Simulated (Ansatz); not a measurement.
# InCl₃: basis-set convergence

The task here is to estimate one member of a computed series from the others.

Program: Ansatz 0.2.0, Gaussian basis. Level of theory: one geometry, several basis sets. These are calculated values, not measurements.

Plan: PBE0-D4/def2-SVP; ωB97M-V/def2-SVP; PBE0-D4/def2-QZVPP; ωB97M-V/def2-QZVPP; the functionals' def2-TZVPP values are taken from earlier runs.

## Structure used throughout

An earlier PBE0-D4 in a triple-zeta def2 set relaxation fixed the geometry. In takes the def2 core potential; no spin-orbit term is included.

SMILES `[Cl][In]([Cl])[Cl]`, 4 atoms, charge 0, spin multiplicity 1.

Atoms are counted from 1 here; the program's logs count them from 0.

Bond lengths: Cl1–In2 2.293 Å, In2–Cl3 2.293 Å, In2–Cl4 2.293 Å. Angles: Cl1–In2–Cl3 120.0°, Cl1–In2–Cl4 120.0°, Cl3–In2–Cl4 120.0°.

Coordinates:

```
atom    x (Å)    y (Å)    z (Å)
 Cl1  -0.2029   0.5215   2.2136
 In2   0.0144  -0.0148  -0.0053
 Cl3   1.0159  -1.9852  -0.6153
 Cl4  -0.7720   1.4183  -1.6132
```

Set-up of the first run:

in.yaml reads:

```yaml
crystal:
  periodic: [false, false, false]
  atoms:
    - {symbol: Cl, position_ang: [-0.202939, 0.521451, 2.213561]}
    - {symbol: In, position_ang: [0.014396, -0.014832, -0.005252]}
    - {symbol: Cl, position_ang: [1.015911, -1.985201, -0.615343]}
    - {symbol: Cl, position_ang: [-0.771970, 1.418281, -1.613166]}
basis:
  gaussian: {orbitals: def2-SVP}
hamiltonian: {xc: pbe0, dispersion: d4}
output: {orbitals: {seedname: orbitals}}
```

Launch:

```
$ ansatz run in.yaml --threads 2 --pin off --events-out ev --progress --plain --max-ram 32768MiB --backend cpu
```

Among the steps run: PBE0-D4 in def2-SVP; ωB97M-V in def2-SVP; PBE0-D4 in def2-QZVPP; ωB97M-V in def2-QZVPP.

One table of the session follows, with a row left open; its other results are not shown here.

It belongs to the step «Density functionals: the series». 

| functional | basis | HOMO (eV) | LUMO (eV) |
| --- | --- | --- | --- |
| PBE0-D4 | def2-SVP | -9.28 | -2.77 |
| PBE0-D4 | def2-TZVPP | -9.46 | -2.89 |
| PBE0-D4 | def2-QZVPP | ? | ? |
| ωB97M-V | def2-SVP | -11.48 | -0.68 |
| ωB97M-V | def2-TZVPP | -11.74 | -0.91 |
| ωB97M-V | def2-QZVPP | -11.78 | -1.02 |

Q: Estimate the row for PBE0-D4, def2-QZVPP from the others.

The run gave: HOMO (eV): -9.48; LUMO (eV): -2.93. In the column «HOMO (eV)» it lies between ωB97M-V, def2-SVP (-11.48) and PBE0-D4, def2-TZVPP (-9.46).
